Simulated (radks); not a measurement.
**The first electron to leave Hg¹⁰⁺**

Aim: remove one electron from each of the outer sub-shells of Hg¹⁰⁺ ([Xe] 4f14 5d2) in turn, let the ion relax, and find the cheapest removal. The parent's configuration is the lowest that an earlier search found at this level.

Program: radks (a radial shooting solver on a logarithmic mesh, Libxc functionals) version 1. Level of theory: scalar-relativistic Kohn-Sham, PBE, spin-polarised, spherical densities, finite nucleus; open shells are filled with parallel spins first. These are calculated values, not measurements, unless marked.

2 further runs of the same task are left out: 2 set aside as unsound or not needed.

**1. The system**

* element: mercury (Z = 80)
* charge: +10
* electrons: 70
* configuration: [Xe] 4f14 5d2
* nuclear rms radius: 5.4648 fm

Outer shells as boxes (Hund's rule):

Hg¹⁰⁺
```
[Xe] core
4f [↑↓][↑↓][↑↓][↑↓][↑↓][↑↓][↑↓]
5d [↑ ][↑ ][  ][  ][  ]
```

**2. The parent, Hg¹⁰⁺**

The parent was computed earlier with the same settings: E = -19590.101420 hartree. Its outer levels (eV):

```csv
level,occupation,energy (eV)
5s up,1,-285.17
5s down,1,-283.28
4f up,7,-268.80
4f down,7,-268.40
5p up,3,-229.85
5p down,3,-227.60
5d up,2,-162.92
5d down,0,-160.45
```

**3. Remove 5d: [Xe] 4f14 5d1**

Settings of this run:

```text
Z 80
configuration [Xe] 4f14 5d1
relativity scalar-relativistic
functional pbe,pbe
spin polarised
nucleus finite rms 5.4648 fm
c 137.035999084
```

**4. Remove 5p: [Kr] 4d10 4f14 5s2 5p5 5d2**

Settings of this run:

```text
Z 80
configuration [Kr] 4d10 4f14 5s2 5p5 5d2
relativity scalar-relativistic
functional pbe,pbe
spin polarised
nucleus finite rms 5.4648 fm
c 137.035999084
```

**5. Remove 4f: [Xe] 4f13 5d2**

Settings of this run:

```text
Z 80
configuration [Xe] 4f13 5d2
relativity scalar-relativistic
functional pbe,pbe
spin polarised
nucleus finite rms 5.4648 fm
c 137.035999084
```

**6. Remove 5s: [Kr] 4d10 4f14 5s1 5p6 5d2**

Settings of this run:

```text
Z 80
configuration [Kr] 4d10 4f14 5s1 5p6 5d2
relativity scalar-relativistic
functional pbe,pbe
spin polarised
nucleus finite rms 5.4648 fm
c 137.035999084
```

**Question.** What will these runs give? Wanted: for each run, case; final configuration; Δ-SCF; −ε of the level emptied.

The runs gave:

```csv
case,final configuration,Δ-SCF (eV),−ε of the level emptied (eV)
remove 5d,[Xe] 4f14 5d1,172.33,162.92
remove 5p,[Kr] 4d10 4f14 5s2 5p5 5d2,238.23,227.60
remove 4f,[Xe] 4f13 5d2,286.69,268.40
remove 5s,[Kr] 4d10 4f14 5s1 5p6 5d2,294.93,283.28
```

What this shows: The 5d electron leaves first, at 172.33 eV; the next cheapest, 5p, costs 238.23 eV. 5d is also the highest occupied level of the parent. NIST lists 173 eV (theoretical), between the same two configurations. Open shells are spherical and high-spin; term and fine-structure splittings are not resolved. Spin-orbit splitting is averaged out at the scalar-relativistic level.
